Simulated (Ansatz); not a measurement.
What does this script print? It uses Ansatz 0.2.0, Python API.

Input file `ch6sn.xyz`:
```text
8

C     1.12490    0.32310   -0.08870
Sn   -0.94630   -0.33180    0.07940
H     1.25060    0.63130   -1.17240
H     1.84760   -0.41990    0.22280
H     1.21790    1.25790    0.51930
H    -2.04080    0.94870   -0.43750
H    -1.13350   -1.74220   -0.92250
H    -1.22830   -0.72420    1.74380
```

`adiabatic_ch6sn.py`
```python
"""Vertical and adiabatic ionisation of CH6Sn."""

from dataclasses import dataclass

import ansatz as az
import numpy as np


@dataclass(frozen=True)
class Settings:
    basis: str = "def2-TZVP"
    functional: str = "PBE"
    net_charge: int = 1


opts = Settings()


def main() -> None:
    molecule = az.Crystal.molecule_from_extxyz("ch6sn.xyz")

    calculation = molecule.calculation()
    calculation = calculation.basis(gaussian=opts.basis).functional(opts.functional)
    symbols = [site.symbol for site in molecule.cartesian_sites]
    start = np.array([site.position_ang for site in molecule.cartesian_sites], dtype=float)
    r = calculation.relax(force_tolerance=0.01).run(threads=1, pin="off").report
    end = np.array(r["positions_ang"])

    minimum = az.Crystal.molecule()
    for symbol, place in zip(symbols, end):
        minimum = minimum.atom(symbol, place.tolist())
    ion = (
        minimum.calculation()
        .basis(gaussian=opts.basis)
        .functional(opts.functional)
        .charge(opts.net_charge)
        .spin("collinear", total=1)
    )
    vertical = ion.run(threads=1, pin="off").report
    settled = ion.relax(force_tolerance=0.01, max_steps=80).run(threads=1, pin="off").report
    print(f"vertical ionisation energy   {vertical['free_energy_ev'] - r['free_energy_ev']:.3f} eV")
    print(f"adiabatic, no zero point     {settled['free_energy_ev'] - r['free_energy_ev']:.3f} eV")
    print(f"relaxation energy of the ion {vertical['free_energy_ev'] - settled['free_energy_ev']:.3f} eV")
    ionised = np.array(settled["positions_ang"])
    print("final positions (A) and the move of each atom")
    for symbol, xyz, old in zip(symbols, ionised, end):
        print(f"{symbol:2s} {xyz[0]:10.5f} {xyz[1]:10.5f} {xyz[2]:10.5f}   {np.linalg.norm(xyz - old):7.4f}")


if __name__ == "__main__":
    main()
```

```console
$ python adiabatic_ch6sn.py
vertical ionisation energy   10.375 eV
adiabatic, no zero point     9.456 eV
relaxation energy of the ion 0.919 eV
final positions (A) and the move of each atom
C     1.22408    0.41260   -0.12322    0.1250
Sn   -1.18170   -0.42017    0.10741    0.2710
H     1.19347    0.60207   -1.19978    0.1280
H     1.71191   -0.49842    0.23438    0.1282
H     1.13404    1.26124    0.56054    0.1280
H    -1.90031    1.01522   -0.46208    0.1827
H    -0.99616   -1.73511   -0.95914    0.1827
H    -1.09322   -0.69452    1.78609    0.1827
```

Caveats:
- The energies are electronic: no zero-point or thermal terms, and the basis set is short of its limit. The product may relax into another structure. Each relaxation finds its nearest minimum, which needn't be the lowest.
- def2 sets replace the cores of elements past krypton by effective core potentials.
- Timing: 100 s on 1 thread of Arm Neoverse V1 (shared host), peak memory 0.3 GiB.
